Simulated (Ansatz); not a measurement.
# CsLiCr2Te2S3 (Cm) in Ansatz: convergence with wavefunction cutoff

Aim: find how far wavefunction cutoff must go before the results for CsLiCr2Te2S3 settle, at PBE. This setting moves, with any that are tied to it; all else stays.

All numbers are computed with Ansatz 0.2.0; they aren't measurements. Logs are shortened: lines on timing, memory, paths and dates and some standing lists are left out, and cuts for length are marked.

### 1 Starting point

The structure is monoclinic, space group Cm (No. 8). Conventional cell: a = 6.843 Å, b = 10.361 Å, c = 7.978 Å, α = 90.00°, β = 111.21°, γ = 90.00°. Cs (site symmetry m) is surrounded by 5 S at 3.58 to 3.92 Å and 1 Li at 4.01 Å. Around Li (site symmetry m) lie 3 S at 2.42 to 2.56 Å. Cr (site symmetry 1) has 3 S at 2.20 to 2.25 Å and 1 Te at 2.51 Å as nearest neighbours. Te (site symmetry 1) is surrounded by 1 Cr at 2.51 Å. Around S (site symmetry 1) lie 2 Cr at 2.24 to 2.25 Å and 1 Li at 2.56 Å. S (site symmetry m) has 2 Cr at 2.20 Å and 1 Li at 2.42 Å as nearest neighbours.

The cell was built by a generator and needn't be a form met in nature.

### 2 With wavefunction cutoff 200 eV

Input file input.yaml:

```yaml
crystal:
  lattice:
    - [3.42162, -5.18069, 0.00784]
    - [3.42162, 5.18069, 0.00784]
    - [-2.90411, 0.0, 7.43093]
  atoms:
    - { symbol: Cs, position: [0.09374, 0.09374, 0.00853] }
    - { symbol: Li, position: [0.58875, 0.58875, 0.55336] }
    - { symbol: Cr, position: [0.05646, 0.46755, 0.5579], spin: 3.0 }
    - { symbol: Cr, position: [0.46755, 0.05646, 0.5579], spin: 3.0 }
    - { symbol: Te, position: [0.56486, 0.87357, 0.29035] }
    - { symbol: Te, position: [0.87357, 0.56486, 0.29035] }
    - { symbol: S, position: [0.81151, 0.39697, 0.73347] }
    - { symbol: S, position: [0.39697, 0.81151, 0.73347] }
    - { symbol: S, position: [0.21404, 0.21404, 0.48371] }
hamiltonian:
  xc: pbe
  pseudopotentials: { kind: paw }
magnetization:
  spin_polarized: true
kpoints:
  mp_grid: { grid: [3, 3, 3] }
scf:
  occupations: { method: fermi_dirac, width: 0.05 }
output:
  forces: true
  stress: true
  eigenvalues: true
basis:
  ecutwfc: "200 eV"
```

Potentials or basis: Ansatz PAW.

The run is started by

```
ansatz run input.yaml --threads 8 --pin off --max-ram 20480MiB --backend cpu --events-out ev --progress --plain --runs-dir out
```

What it wrote:

```text
Warning: basis.ecutwfc = 200 eV is below the records' recommended 420 eV, and the density's cutoff is lower with it unless basis.ecutrho_ratio is high enough to keep the records' density cutoff: compare with a run at a higher cutoff
Warning: RAYON_NUM_THREADS=8 ignored (pool sized by the plan → 8); use --threads N
Engine: ansatz 0.2.0, aarch64-unknown-linux-gnu
Pseudopotentials: kind: paw
Pseudopotential: Cs, paw, valence charge 9, recommended cutoff 420 eV (normal), Cs.paw.azcp
Pseudopotential: Li, paw, valence charge 3, recommended cutoff 420 eV (normal), Li.paw.azcp
Pseudopotential: Cr, paw, valence charge 14, recommended cutoff 420 eV (normal), Cr.paw.azcp
Pseudopotential: Te, paw, valence charge 16, recommended cutoff 420 eV (normal), Te.paw.azcp
Pseudopotential: S, paw, valence charge 6, recommended cutoff 420 eV (normal), S.paw.azcp
[... 78 lines left out ...]
  atom   2  Li    -0.00310746     0.00000000     0.01233066
  atom   3  Cr     0.12012283     0.15724234     0.09679356
  atom   4  Cr     0.12012283    -0.15724234     0.09679356
  atom   5  Te    -0.05634293     0.27106295     0.40311705
  atom   6  Te    -0.05634293    -0.27106295     0.40311705
  atom   7  S     -0.06385216    -0.20801871    -0.55837910
  atom   8  S     -0.06385216     0.20801871    -0.55837910
  atom   9  S     -0.01866433     0.00000000     0.11620306
  max |Σ_I F_I| component: 2.03e-5 eV/Å
--- Stress (GPa, compression-positive) ---
       -2.404142       0.000000      -0.042773
        0.000000      -1.675909       0.000000
       -0.042774       0.000000      -2.245161
  P = ⅓ Tr σ = -2.1084 GPa (-21.084 kbar)
--- Band table (eV; the first three rows and the last of 20) ---
  k-point 0 ↑: bands = ["-69.7118", "-69.7007", "-40.6915", "-40.5837", "-40.5409", "-40.5091", "-40.4778", "-40.4069", "-40.3802", "-32.4704", "-32.3934", "-32.3291", "-32.3229", "-32.2990", "-32.2639", "-32.2485", "-32.1638", "-32.1565", "-32.1255", "-16.1004", "-7.4707", "-6.7771", "-6.6664", "-5.5720", "-4.3927", "-2.9285", "-2.9019", "-2.8990", "0.4984", "1.1682", "1.3728", "1.5513", "1.8101", "2.1060", "2.2429", "2.3604", "2.3708", "3.1465", "3.2572", "3.3326", "3.6440", "3.8472", "4.4650", "4.4657", "4.8516", "5.2185", "5.2668", "5.4037", "5.8456", "6.3455", "6.8370", "7.3479", "7.6952", "8.6663", "9.7967", "10.2051", "10.5409", "10.8608"]
  k-point 1 ↑: bands = ["-69.7096", "-69.6940", "-40.6892", "-40.5673", "-40.5338", "-40.5010", "-40.4825", "-40.3886", "-40.3809", "-32.3858", "-32.3558", "-32.3234", "-32.3153", "-32.2600", "-32.2512", "-32.2149", "-32.2079", "-32.1800", "-32.1389", "-16.0998", "-7.4730", "-6.7643", "-6.6642", "-5.5803", "-4.3964", "-2.9291", "-2.9000", "-2.8891", "0.5097", "1.2066", "1.5385", "1.5481", "1.8019", "2.1066", "2.2221", "2.2556", "2.4689", "3.0285", "3.2213", "3.3857", "3.5414", "3.8562", "4.4634", "4.5066", "4.9027", "5.2168", "5.2872", "5.5281", "5.7607", "6.3091", "6.4826", "7.3254", "7.6768", "9.2879", "9.7850", "10.3320", "10.4547", "10.8606"]
  k-point 2 ↑: bands = ["-69.7112", "-69.7050", "-40.6943", "-40.5617", "-40.5467", "-40.5178", "-40.5022", "-40.4075", "-40.3840", "-32.4154", "-32.3932", "-32.3513", "-32.3324", "-32.3090", "-32.2611", "-32.2306", "-32.2121", "-32.2005", "-32.1623", "-16.1001", "-7.3242", "-6.8607", "-6.7425", "-5.5020", "-4.5779", "-2.9321", "-2.9155", "-2.8953", "0.6013", "1.2448", "1.5038", "1.6652", "1.7234", "1.9566", "2.2007", "2.3451", "2.4841", "2.8944", "3.1506", "3.4881", "3.6570", "4.1428", "4.1870", "4.6051", "4.8723", "5.2885", "5.4414", "5.8355", "5.9626", "6.3785", "6.6993", "6.9728", "7.1795", "9.3889", "10.0296", "10.3023", "10.6931", "10.8086"]
  k-point 9 ↓: bands = ["-67.5870", "-67.5748", "-40.6917", "-38.4445", "-38.4137", "-38.3954", "-38.3526", "-38.3240", "-38.2758", "-32.4433", "-32.4360", "-32.3853", "-32.3732", "-32.3579", "-32.3140", "-32.2944", "-32.2787", "-32.2581", "-32.1956", "-16.1006", "-7.3128", "-6.9520", "-6.7321", "-5.5874", "-4.9025", "-2.9424", "-2.9085", "-2.8816", "0.9666", "1.4278", "1.7086", "2.0260", "2.1505", "2.3526", "2.4837", "2.6475", "2.8301", "3.0947", "3.2694", "3.6428", "4.1403", "5.0542", "5.3837", "6.2117", "6.4893", "6.6090", "6.6611", "7.1333", "7.3643", "7.4133", "7.5491", "7.7119", "8.2682", "9.8988", "10.0877", "10.6398", "10.8343", "11.0089"]
```

Run time: 4.4 s. Hardware: 8 threads of Arm Neoverse V1, shared host; peak memory 0.58 GiB.

Results:

* Free energy: -29269.9400 eV
* Pressure: -2.1 GPa
* Largest force: 0.599 eV/Å
* Band gap on the k mesh: none (metal or under the smearing width)
* Net moment: 4.00 μB per cell
* Absolute moment: 5.61 μB per cell
* Site moments: Cs +0.00; Li +0.00; Cr +1.98; Te -0.12; S -0.06, -0.05 μB

### 3 With wavefunction cutoff 250 eV

Changes to input.yaml since step 2:

```diff
@@ -29,2 +29,2 @@
 basis:
-  ecutwfc: "200 eV"
+  ecutwfc: "250 eV"
```

Potentials or basis: Ansatz PAW.

The run is started by

```
ansatz run input.yaml --threads 8 --pin off --max-ram 20480MiB --backend cpu --events-out ev --progress --plain --runs-dir out
```

Run time: 5.1 s. Hardware: 8 threads of Arm Neoverse V1, shared host; peak memory 0.68 GiB.

Results:

```yaml
Free_energy: -29296.9569 eV
Pressure: -0.3 GPa
Largest_force: 0.120 eV/Å
Band_gap_on_the_k_mesh: none (metal or under the smearing width)
Net_moment: 4.01 μB per cell
Absolute_moment: 5.73 μB per cell
Site_moments: Cs -0.00; Li +0.00; Cr +2.02; Te -0.13; S -0.06, -0.05 μB
```

### 4 With wavefunction cutoff 300 eV

Changes to input.yaml since step 3:

```diff
@@ -29,2 +29,2 @@
 basis:
-  ecutwfc: "250 eV"
+  ecutwfc: "300 eV"
```

The run is started by

```
ansatz run input.yaml --threads 8 --pin off --max-ram 20480MiB --backend cpu --events-out ev --progress --plain --runs-dir out
```

Run time: 6.3 s. Hardware: 8 threads of Arm Neoverse V1, shared host; peak memory 0.78 GiB.

Results:

```yaml
Free_energy: -29301.7026 eV
Pressure: 0.0 GPa
Largest_force: 0.052 eV/Å
Band_gap_on_the_k_mesh: none (metal or under the smearing width)
Net_moment: 4.01 μB per cell
Absolute_moment: 5.74 μB per cell
Site_moments: Cs -0.00; Li +0.00; Cr +2.02; Te -0.13; S -0.06, -0.05 μB
```

### 5 With wavefunction cutoff 350 eV

Changes to input.yaml since step 4:

```diff
@@ -29,2 +29,2 @@
 basis:
-  ecutwfc: "300 eV"
+  ecutwfc: "350 eV"
```

The run is started by

```
ansatz run input.yaml --threads 8 --pin off --max-ram 20480MiB --backend cpu --events-out ev --progress --plain --runs-dir out
```

Run time: 7.2 s. Hardware: 8 threads of Arm Neoverse V1, shared host; peak memory 0.89 GiB.

What came out:

* Free energy: -29302.3344 eV
* Pressure: 0.0 GPa
* Largest force: 0.046 eV/Å
* Band gap on the k mesh: none (metal or under the smearing width)
* Net moment: 4.01 μB per cell
* Absolute moment: 5.75 μB per cell
* Site moments: Cs -0.00; Li +0.00; Cr +2.02; Te -0.13; S -0.06, -0.05 μB

### 6 With wavefunction cutoff 400 eV

Changes to input.yaml since step 5:

```diff
@@ -29,2 +29,2 @@
 basis:
-  ecutwfc: "350 eV"
+  ecutwfc: "400 eV"
```

Potentials or basis: Ansatz PAW.

The run is started by

```
ansatz run input.yaml --threads 8 --pin off --max-ram 20480MiB --backend cpu --events-out ev --progress --plain --runs-dir out
```

It took 8.5 s on 8 threads of Arm Neoverse V1, shared host; peak memory 1 GiB.

The run converged. Its results:

| Property | Result |
| --- | --- |
| Free energy | -29302.3882 eV |
| Pressure | 0.0 GPa |
| Largest force | 0.045 eV/Å |
| Band gap on the k mesh | none (metal or under the smearing width) |
| Net moment | 4.01 μB per cell |
| Absolute moment | 5.75 μB per cell |
| Site moments | Cs -0.00; Li +0.00; Cr +2.02; Te -0.13; S -0.06, -0.05 μB |

### 7 With wavefunction cutoff 450 eV

Changes to input.yaml since step 6:

```diff
@@ -29,2 +29,2 @@
 basis:
-  ecutwfc: "400 eV"
+  ecutwfc: "450 eV"
```

The run is started by

```
ansatz run input.yaml --threads 8 --pin off --max-ram 20480MiB --backend cpu --events-out ev --progress --plain --runs-dir out
```

Wall time 9.8 s (8 threads of Arm Neoverse V1, shared host); peak memory 1.1 GiB.

The run converged. Its results:

```
Free energy            : -29302.3931 eV
Pressure               : 0.0 GPa
Largest force          : 0.045 eV/Å
Band gap on the k mesh : none (metal or under the smearing width)
Net moment             : 4.01 μB per cell
Absolute moment        : 5.75 μB per cell
Site moments           : Cs -0.00; Li +0.00; Cr +2.02; Te -0.13; S -0.06, -0.05 μB
```

### 8 With wavefunction cutoff 500 eV

Changes to input.yaml since step 7:

```diff
@@ -29,2 +29,2 @@
 basis:
-  ecutwfc: "450 eV"
+  ecutwfc: "500 eV"
```

The run is started by

```
ansatz run input.yaml --threads 8 --pin off --max-ram 20480MiB --backend cpu --events-out ev --progress --plain --runs-dir out
```

It took 11 s on 8 threads of Arm Neoverse V1, shared host; peak memory 1.3 GiB.

Results (log left out):

```
Free energy            : -29302.3963 eV
Pressure               : 0.0 GPa
Largest force          : 0.045 eV/Å
Band gap on the k mesh : none (metal or under the smearing width)
Net moment             : 4.01 μB per cell
Absolute moment        : 5.75 μB per cell
Site moments           : Cs -0.00; Li +0.00; Cr +2.02; Te -0.13; S -0.06, -0.05 μB
```

### 9 With wavefunction cutoff 600 eV

Changes to input.yaml since step 8:

```diff
@@ -29,2 +29,2 @@
 basis:
-  ecutwfc: "500 eV"
+  ecutwfc: "600 eV"
```

Potentials or basis: Ansatz PAW.

The run is started by

```
ansatz run input.yaml --threads 8 --pin off --max-ram 20480MiB --backend cpu --events-out ev --progress --plain --runs-dir out
```

It took 15 s on 8 threads of Arm Neoverse V1, shared host; peak memory 1.5 GiB.

It converged, with:

```
Free energy            : -29302.3990 eV
Pressure               : 0.0 GPa
Largest force          : 0.045 eV/Å
Band gap on the k mesh : none (metal or under the smearing width)
Net moment             : 4.01 μB per cell
Absolute moment        : 5.75 μB per cell
Site moments           : Cs -0.00; Li +0.00; Cr +2.02; Te -0.13; S -0.06, -0.05 μB
```

### 10 With wavefunction cutoff 800 eV

Changes to input.yaml since step 9:

```diff
@@ -29,2 +29,2 @@
 basis:
-  ecutwfc: "600 eV"
+  ecutwfc: "800 eV"
```

The run is started by

```
ansatz run input.yaml --threads 8 --pin off --max-ram 20480MiB --backend cpu --events-out ev --progress --plain --runs-dir out
```

Run time: 23 s. Hardware: 8 threads of Arm Neoverse V1, shared host; peak memory 2.2 GiB.

Results (log left out):

```
Free energy            : -29302.3998 eV
Pressure               : 0.0 GPa
Largest force          : 0.045 eV/Å
Band gap on the k mesh : none (metal or under the smearing width)
Net moment             : 4.01 μB per cell
Absolute moment        : 5.75 μB per cell
Site moments           : Cs -0.00; Li +0.00; Cr +2.02; Te -0.13; S -0.06, -0.05 μB
```

### 11 The series at a glance

| wavefunction cutoff | energy less the tightest run, at zero smearing (meV/atom) | pressure (GPa) | largest force (eV/Å) | absolute moment (μB) | SCF cycles | CPU time (s) | peak memory (GiB) |
| --- | --- | --- | --- | --- | --- | --- | --- |
| 200 eV | 3606.64 | -2.11 | 0.599 | 5.61 | 17 | 30 | 0.58 |
| 250 eV | 604.74 | -0.34 | 0.120 | 5.73 | 16 | 36 | 0.68 |
| 300 eV | 77.46 | 0.01 | 0.052 | 5.74 | 17 | 46 | 0.78 |
| 350 eV | 7.27 | 0.00 | 0.046 | 5.75 | 17 | 52 | 0.89 |
| 400 eV | 1.29 | 0.01 | 0.045 | 5.75 | 17 | 63 | 1 |
| 450 eV | 0.74 | 0.00 | 0.045 | 5.75 | 17 | 73 | 1.1 |
| 500 eV | 0.38 | 0.00 | 0.045 | 5.75 | 17 | 84 | 1.3 |
| 600 eV | 0.09 | 0.00 | 0.045 | 5.75 | 17 | 110 | 1.5 |
| 800 eV | 0.00 | 0.00 | 0.045 | 5.75 | 17 | 170 | 2.2 |

Against the tightest run, the energy stays within 1 meV/atom from 450 eV on; the pressure stays within 0.1 GPa from 300 eV on; the largest force stays within 0.005 eV/Å from 350 eV on; the absolute moment stays within 0.02 μB from 250 eV on. The tightest run that finished is the yardstick and may itself not be fully converged.

Caveats: all runs use coarse meshes; only a ferromagnetic start was run, and an antiferromagnetic order may lie lower in energy.
